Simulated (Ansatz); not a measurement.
**ClFHOSi radical: an energy map over bond length Si2–F3 and bond length Si2–H5**

Aim: map the energy of ClFHOSi, SMILES [O][SiH](F)Cl, spin multiplicity 2 over two coordinates, and find its wells, ridges and stiffness.

Computed with Ansatz 0.2.0. Level: UKS PBE-D4/def2-TZVP.

## Step 1: The system as given

SMILES `[O][SiH](F)Cl`, 5 atoms, charge 0, spin multiplicity 2.

Atoms are counted from 1 here; the program's logs count them from 0.

Bond lengths: O1–Si2 1.656 Å, Si2–F3 1.623 Å, Si2–Cl4 2.076 Å, Si2–H5 1.488 Å. Angles: O1–Si2–F3 114.8°, O1–Si2–Cl4 95.3°, O1–Si2–H5 117.1°, F3–Si2–Cl4 109.7°, F3–Si2–H5 107.0°, Cl4–Si2–H5 112.6°.

As a file:

```
O    -1.50518    0.55806    0.26821
Si    0.07143    0.14199   -0.02147
F     1.05899    0.28589    1.25892
Cl   -0.32195   -1.86510   -0.37768
H     0.74652    0.80556   -1.16938
```

This geometry comes from a loose relaxation at PBE in a small basis, which is not shown.

## Step 2: Relaxing the molecule

input.yaml reads:

```yaml
crystal:
  periodic: [false, false, false]
  atoms:
    - { symbol: O, position_ang: [-1.505184, 0.558057, 0.268207] }
    - { symbol: Si, position_ang: [0.071426, 0.141992, -0.021471] }
    - { symbol: F, position_ang: [1.058988, 0.285885, 1.25892] }
    - { symbol: Cl, position_ang: [-0.321946, -1.865096, -0.37768] }
    - { symbol: H, position_ang: [0.746515, 0.805561, -1.169377] }
magnetization:
  spin_polarized: true
  initial_magnetization: 1
basis:
  gaussian: { orbitals: def2-TZVP }
hamiltonian:
  xc: pbe
  dispersion: d4
output:
  forces: true
relax:
  f_tol: 0.003
  max_steps: 120
```

Launch:

```
> ansatz run input.yaml --threads 1 --pin off --max-ram 2560MiB --backend cpu --events-out ev --progress --plain --runs-dir out
```

Standard output, cut to the lines that bear on the results:

```text
Warning: RAYON_NUM_THREADS=1 ignored (pool sized by the plan → 1); use --threads N
[...]
Functional definition: PBE
[...]
859 factors; their error is unknown
[...]
mean field -25171.35182962 eV, -925.0301179834 hartree, gradient 1.2e-5 eV, S^2 0.753047; 5 other end points of the search recorded, 0 dependent functions left out
[...]
reference -25171.35186315 eV, -925.0301192157 hartree; 25, 24 occupied and 117, 118 virtual orbitals, 859 factors
relax step   1: F+E_penalty+E_count = -25171.46367365 eV  Δ(F+E_penalty+E_count) = +0.000e0 eV  max|allowed force component| = 6.149e-1 eV/Å  Δτ_max = 0.0000 Å  (118 SCF iters, accepted)
[...]
relax step   6: F+E_penalty+E_count = -25171.48143200 eV  Δ(F+E_penalty+E_count) = +1.488e-6 eV  max|allowed force component| = 7.930e-3 eV/Å  Δτ_max = 0.0035 Å  (32 SCF iters, rejected (line search))
[...]
relax step   7: F+E_penalty+E_count = -25171.48146468 eV  Δ(F+E_penalty+E_count) = -3.120e-5 eV  max|allowed force component| = 1.791e-3 eV/Å  Δτ_max = 0.0015 Å  (33 SCF iters, accepted)
859 factors; their error is unknown
[...]
mean field -25171.36924971 eV, -925.0307581598 hartree, gradient 1.6e-5 eV, S^2 0.752985; 5 other end points of the search recorded, 0 dependent functions left out
[...]
reference -25171.36928318 eV, -925.0307593898 hartree; 25, 24 occupied and 117, 118 virtual orbitals, 859 factors
Total energy: -25171.48149815 eV, -925.0348832142 hartree
Atom 0 at    -1.488380     0.554041     0.257492 Å, force    -0.001339     0.000763    -0.001096 eV/Å
Atom 1 at     0.072132     0.138410    -0.013728 Å, force     0.001791     0.000053     0.000656 eV/Å
Atom 2 at     1.051386     0.282023     1.242109 Å, force     0.000356    -0.001260     0.000020 eV/Å
Atom 3 at    -0.321591    -1.853948    -0.371382 Å, force     0.000411     0.000006     0.000641 eV/Å
Atom 4 at     0.736252     0.805873    -1.155892 Å, force    -0.001219     0.000438    -0.000222 eV/Å
Dipole moment:     0.229746    -0.020077    -0.238329 e Å
```

It took 45 s on 1 thread of Arm Neoverse V2, shared host; peak memory 0.28 GiB.

The steps of the relaxation:

```tsv
step	energy from step 1 (eV)	largest force component (eV/Å)
1	0.0000	0.6149
2	-0.0124	0.4117
3	-0.0176	0.0472
4	-0.0177	0.0195
5	-0.0178	0.0249
6	-0.0178	0.0079
7	-0.0178	0.0018
```

Close pairs (by a distance rule), those that changed most:

```tsv
bond	before (Å)	after (Å)	change (Å)
Si2–F3	1.623	1.599	-0.024
O1–Si2	1.656	1.638	-0.019
Si2–Cl4	2.076	2.062	-0.014
Si2–H5	1.488	1.480	-0.008
```

## Step 3: Plan of the scan

The axes are (1) bond length Si2–F3: 9 values from 1.407 to 1.999 Å; (2) bond length Si2–H5: 9 values from 1.273 to 2.072 Å.

Nothing else is relaxed (all other coordinates rigid). Energies count from the relaxed molecule at the same level.

Of the runs on the grid, 3 are shown in the steps below; the others differ only in the two coordinates.

## Step 4: Grid point bond length Si2–F3 = 1.629 Å, bond length Si2–H5 = 1.473 Å

input.yaml reads:

```yaml
crystal:
  periodic: [false, false, false]
  atoms:
    - { symbol: O, position_ang: [-1.48838, 0.554041, 0.257492] }
    - { symbol: Si, position_ang: [0.072132, 0.13841, -0.013728] }
    - { symbol: F, position_ang: [1.06978, 0.284721, 1.265698] }
    - { symbol: Cl, position_ang: [-0.321591, -1.853948, -0.371382] }
    - { symbol: H, position_ang: [0.733005, 0.80261, -1.150308] }
magnetization:
  spin_polarized: true
  initial_magnetization: 1
basis:
  gaussian: { orbitals: def2-TZVP }
hamiltonian:
  xc: pbe
  dispersion: d4
output:
  forces: true
```

Launch:

```
> ansatz run input.yaml --threads 1 --pin off --max-ram 2560MiB --backend cpu --events-out ev --progress --plain --runs-dir out
```

Standard output, cut to the lines that bear on the results:

```text
Warning: RAYON_NUM_THREADS=1 ignored (pool sized by the plan → 1); use --threads N
[...]
[... 1 set-up line as earlier in the session ...]
[...]
859 factors; their error is unknown
[...]
mean field -25171.35510760 eV, -925.0302384471 hartree, gradient 1.3e-5 eV, S^2 0.753001; 4 other end points of the search recorded, 0 dependent functions left out
[...]
reference -25171.35514098 eV, -925.0302396735 hartree; 25, 24 occupied and 117, 118 virtual orbitals, 859 factors
Total energy: -25171.46710304 eV, -925.0343542037 hartree
Atom 0 at    -1.488380     0.554041     0.257492 Å, force     0.020225    -0.001341     0.011807 eV/Å
Atom 1 at     0.072132     0.138410    -0.013728 Å, force     0.447678     0.004391     0.763722 eV/Å
Atom 2 at     1.069780     0.284721     1.265698 Å, force    -0.551637    -0.083322    -0.709955 eV/Å
Atom 3 at    -0.321591    -1.853948    -0.371382 Å, force     0.011893     0.019247     0.015317 eV/Å
Atom 4 at     0.733005     0.802610    -1.150308 Å, force     0.071841     0.061025    -0.080892 eV/Å
Dipole moment:     0.212332    -0.025436    -0.262343 e Å
```

Run time: 7.7 s. Hardware: 1 thread of Arm Neoverse V2, shared host; peak memory 0.26 GiB.

That is 1.4 kJ/mol from the zero.

## Step 5: Point bond length Si2–F3 = 1.629 Å, bond length Si2–H5 = 1.573 Å

Changes to input.yaml since step 4:

```diff
@@ -7,3 +7,3 @@
     - { symbol: Cl, position_ang: [-0.321591, -1.853948, -0.371382] }
-    - { symbol: H, position_ang: [0.733005, 0.80261, -1.150308] }
+    - { symbol: H, position_ang: [0.777871, 0.847702, -1.227469] }
 magnetization:
```

Launch:

```
> ansatz run input.yaml --threads 1 --pin off --max-ram 2560MiB --backend cpu --events-out ev --progress --plain --runs-dir out
```

Standard output, cut to the lines that bear on the results:

```text
Warning: RAYON_NUM_THREADS=1 ignored (pool sized by the plan → 1); use --threads N
[...]
[... 1 set-up line as earlier in the session ...]
[...]
859 factors; their error is unknown
[...]
mean field -25171.28707852 eV, -925.0277384243 hartree, gradient 8.0e-6 eV, S^2 0.753012; 4 other end points of the search recorded, 0 dependent functions left out
[...]
reference -25171.28711204 eV, -925.0277396564 hartree; 25, 24 occupied and 117, 118 virtual orbitals, 859 factors
Total energy: -25171.40008051 eV, -925.0318911710 hartree
Atom 0 at    -1.488380     0.554041     0.257492 Å, force     0.062961     0.007373    -0.011116 eV/Å
Atom 1 at     0.072132     0.138410    -0.013728 Å, force     1.055822     0.633075    -0.318573 eV/Å
Atom 2 at     1.069780     0.284721     1.265698 Å, force    -0.552188    -0.078127    -0.742565 eV/Å
Atom 3 at    -0.321591    -1.853948    -0.371382 Å, force     0.023364     0.030308     0.013612 eV/Å
Atom 4 at     0.777871     0.847702    -1.227469 Å, force    -0.589958    -0.592629     1.058641 eV/Å
Dipole moment:     0.204934    -0.036415    -0.250695 e Å
```

Run time: 8 s. Hardware: 1 thread of Arm Neoverse V2, shared host; peak memory 0.25 GiB.

Energy on the map's scale: 8 kJ/mol.

## Step 6: Grid point bond length Si2–F3 = 1.925 Å, bond length Si2–H5 = 1.273 Å

Changes to input.yaml since step 5:

```diff
@@ -5,5 +5,5 @@
     - { symbol: Si, position_ang: [0.072132, 0.13841, -0.013728] }
-    - { symbol: F, position_ang: [1.06978, 0.284721, 1.265698] }
+    - { symbol: F, position_ang: [1.251059, 0.311307, 1.498179] }
     - { symbol: Cl, position_ang: [-0.321591, -1.853948, -0.371382] }
-    - { symbol: H, position_ang: [0.777871, 0.847702, -1.227469] }
+    - { symbol: H, position_ang: [0.643274, 0.712427, -0.995986] }
 magnetization:
```

Launch:

```
> ansatz run input.yaml --threads 1 --pin off --max-ram 2560MiB --backend cpu --events-out ev --progress --plain --runs-dir out
```

Standard output, cut to the lines that bear on the results:

```text
Warning: RAYON_NUM_THREADS=1 ignored (pool sized by the plan → 1); use --threads N
[...]
[... 1 set-up line as earlier in the session ...]
[...]
859 factors; their error is unknown
[...]
mean field -25169.86289722 eV, -924.9754007271 hartree, gradient 2.0e-5 eV, S^2 0.753220; 6 other end points of the search recorded, 0 dependent functions left out
[...]
reference -25169.86293007 eV, -924.9754019344 hartree; 25, 24 occupied and 117, 118 virtual orbitals, 859 factors
Total energy: -25169.97379097 eV, -924.9794759971 hartree
Atom 0 at    -1.488380     0.554041     0.257492 Å, force     0.182694    -0.019985     0.128978 eV/Å
Atom 1 at     0.072132     0.138410    -0.013728 Å, force    -0.452722    -2.489185     7.724193 eV/Å
Atom 2 at     1.251059     0.311307     1.498179 Å, force    -2.725975    -0.398948    -3.526385 eV/Å
Atom 3 at    -0.321591    -1.853948    -0.371382 Å, force     0.101406     0.163415     0.125976 eV/Å
Atom 4 at     0.643274     0.712427    -0.995986 Å, force     2.894597     2.744703    -4.452761 eV/Å
Dipole moment:     0.047224    -0.069873    -0.502571 e Å
```

Run time: 11 s. Hardware: 1 thread of Arm Neoverse V2, shared host; peak memory 0.28 GiB.

On the map this point reads 145 kJ/mol.

## Step 7: Energy over the grid

81 points were computed. Energies in kJ/mol, from the relaxed molecule at the same level:

| bond length Si2–H5 (Å) ↓, bond length Si2–F3 (Å) → | 1.407 | 1.481 | 1.555 | 1.629 | 1.703 | 1.777 | 1.851 | 1.925 | 1.999 |
| --- | --- | --- | --- | --- | --- | --- | --- | --- | --- |
| 2.072 | 219 | 162 | 139 | 138 | 152 | 174 | 202 | 233 | 265 |
| 1.972 | 190 | 133 | 109 | 108 | 121 | 144 | 172 | 203 | 235 |
| 1.872 | 160 | 103 | 79 | 78 | 91 | 114 | 142 | 173 | 205 |
| 1.773 | 133 | 75 | 52 | 50 | 63 | 86 | 114 | 145 | 177 |
| 1.673 | 109 | 51 | 27 | 26 | 39 | 61 | 89 | 120 | 152 |
| 1.573 | 92 | 34 | 10 | 8 | 21 | 43 | 71 | 102 | 134 |
| 1.473 | 87 | 28 | 3 | 1 | 14 | 36 | 64 | 95 | 128 |
| 1.373 | 99 | 40 | 15 | 13 | 26 | 48 | 75 | 106 | 139 |
| 1.273 | 140 | 80 | 55 | 52 | 65 | 87 | 115 | 145 | 178 |

The largest force on an atom (eV/Å) at each point:

```
bond length Si2–H5 (Å) ↓, bond length Si2–F3 (Å) →  1.407  1.481  1.555  1.629  1.703  1.777  1.851  1.925  1.999
                                             2.072   12.0    6.5    3.2    3.1    3.1    3.6    4.2    4.5    4.5
                                             1.972   12.0    6.6    3.4    3.1    3.2    3.6    4.2    4.5    4.6
                                             1.872   12.0    6.6    3.4    3.0    3.0    3.6    4.2    4.5    4.6
                                             1.773   11.9    6.5    3.3    2.8    2.8    3.6    4.2    4.5    4.6
                                             1.673   11.6    6.2    3.0    2.3    2.6    3.6    4.2    4.5    4.6
                                             1.573   11.3    5.7    2.3    1.3    2.6    3.6    4.2    4.5    4.6
                                             1.473   11.3    5.5    1.6    0.9    2.5    3.6    4.2    4.5    4.6
                                             1.373   11.4    5.6    2.5    2.8    3.8    4.6    5.0    5.2    5.2
                                             1.273   11.4    6.5    6.0    6.2    7.0    7.6    8.0    8.1    8.2
```

## Step 8: Results

| quantity | value |
| --- | --- |
| lowest point | bond length Si2–F3 = 1.629 Å, bond length Si2–H5 = 1.473 Å, 1.4 kJ/mol |
| highest computed point | bond length Si2–F3 = 1.999 Å, bond length Si2–H5 = 2.072 Å, 264 kJ/mol above the lowest |
| largest force on an atom (eV/Å) | 0.9 at bond length Si2–F3 = 1.629 Å, bond length Si2–H5 = 1.473 Å to 12.0 at bond length Si2–F3 = 1.407 Å, bond length Si2–H5 = 1.972 Å; 0.9 at the lowest point |
| time for the whole task | 13 min on 1 thread, shared host |

In words: The lowest computed point is at bond length Si2–F3 = 1.629 Å, bond length Si2–H5 = 1.473 Å, 1.4 kJ/mol from the relaxed molecule at the same level. The grid shows no other well, apart from its symmetry copies. The highest computed point, bond length Si2–F3 = 1.999 Å, bond length Si2–H5 = 2.072 Å, lies 264 kJ/mol above the lowest. Round the minimum the two coordinates are nearly uncoupled.
